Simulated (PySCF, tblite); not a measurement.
# C4H5FO2: geometry, infrared bands, NMR shifts and spin-spin couplings

Aim: predict the infrared bands, NMR shifts and spin-spin couplings of C4H5FO2 (`CO/C=C\C(=O)F`).

Programs: tblite 0.8.0 and PySCF 2.14.0, with density-fitted response routines of our own. Each step states its level of theory. These are calculated values for one molecule in the gas phase, unless marked as measured. Atoms are numbered from 0 throughout.

**1. The starting structure**

12 atoms, charge 0, multiplicity 1; geometry from: force field or distance geometry start.

Bonds of the start (Å): C0–O1 1.44, O1–C2 1.37, C2–C3 1.33, C3–C4 1.48, C4–O5 1.24, C4–F6 1.35, C0–H7 1.09, C0–H8 1.11, C0–H9 1.10, C2–H10 1.10, C3–H11 1.08.

**2. Relaxing the molecule with GFN2-xTB**

The job: settings as JSON, then the geometry in Å.

```
{"job": {"kind": "relax", "xc": "GFN2-xTB", "basis": "xTB"}, "charge": 0, "multiplicity": 1}
C      1.995100    -0.686400    -0.382100
O      0.653300    -0.459400     0.083000
C     -0.126100     0.539000    -0.435300
C     -1.371800     0.798600    -0.041500
C     -1.959700    -0.025300     1.039300
O     -3.118800     0.236800     1.381500
F     -1.287500    -1.036100     1.631500
H      2.442100    -1.510400     0.167400
H      1.864500    -0.885500    -1.462600
H      2.562400     0.252700    -0.255500
H      0.272700     1.173000    -1.243400
H     -1.925000     1.602100    -0.508300
```

Started as:

```
> OMP_NUM_THREADS=1 python probes_run.py task.json out
```

The driver reads the jobs from task.json and runs them one after another.

**Question.** This job is followed by: GFN2-xTB harmonic vibrations, gas phase; GIAO PBE0/pcSseg-1 NMR shielding, non-relativistic, gas phase; B3LYP/pcJ-1 indirect spin-spin coupling, non-relativistic, gas phase. What will the session give for the following? strongest single infrared mode (GFN2-xTB); zero-point energy (GFN2-xTB); 13C shifts against TMS (PBE0/pcSseg-1); 1H shifts against TMS (PBE0/pcSseg-1, means over atoms taken as alike); 17O shifts against H2O (PBE0/pcSseg-1); 19F shifts against CFCl3 (PBE0/pcSseg-1); largest coupling of the table (B3LYP/pcJ-1).

**Answer**, as computed:

| quantity | value |
| --- | --- |
| strongest single infrared mode (GFN2-xTB) | 1811 cm⁻¹, 651 km/mol |
| zero-point energy (GFN2-xTB) | 52.8 kcal/mol |
| 13C shifts against TMS (PBE0/pcSseg-1) | 170.2, 163.3, 98.7, 61.2 ppm |
| 1H shifts against TMS (PBE0/pcSseg-1, means over atoms taken as alike) | 6.76, 4.87, 3.99 ppm |
| 17O shifts against H2O (PBE0/pcSseg-1) | 443.3, 143.7 ppm |
| 19F shifts against CFCl3 (PBE0/pcSseg-1) | 40.7 ppm |
| largest coupling of the table (B3LYP/pcJ-1) | 1J(C,F) C4–F6, -398.8 Hz |

**Reading.** Over 27 steps the energy fell by 0.479 eV; of the close pairs, C4–O5 changed most, 1.237 to 1.188 Å. All 30 modes are real, so the xTB geometry is a minimum. The strongest single mode, at 1811 cm⁻¹, moves mainly C4 and O5. Unscaled tight-binding wavenumbers are off by several per cent, some by more. Its intensities can rank the bands wrongly. C2 (alkene carbon bearing oxygen) lies farthest downfield among carbon, at 170.2 ppm; an sp2 carbon further deshielded by the attached heteroatom. The most deshielded hydrogen is H10 (hydrogen on an alkene carbon bearing oxygen), at 6.76 ppm: olefinic region. At PBE0/pcSseg-1: The widest tensor belongs to O5: span 567 ppm, with a paramagnetic part of -506 ppm. In the run at B3LYP/pcJ-1, the largest coupling of the table is C4–F6, -398.8 Hz, of which the Fermi-contact term gives -363.4 Hz. Couplings across rotatable bonds belong to this one conformer; where others are populated, the observed values are averages.
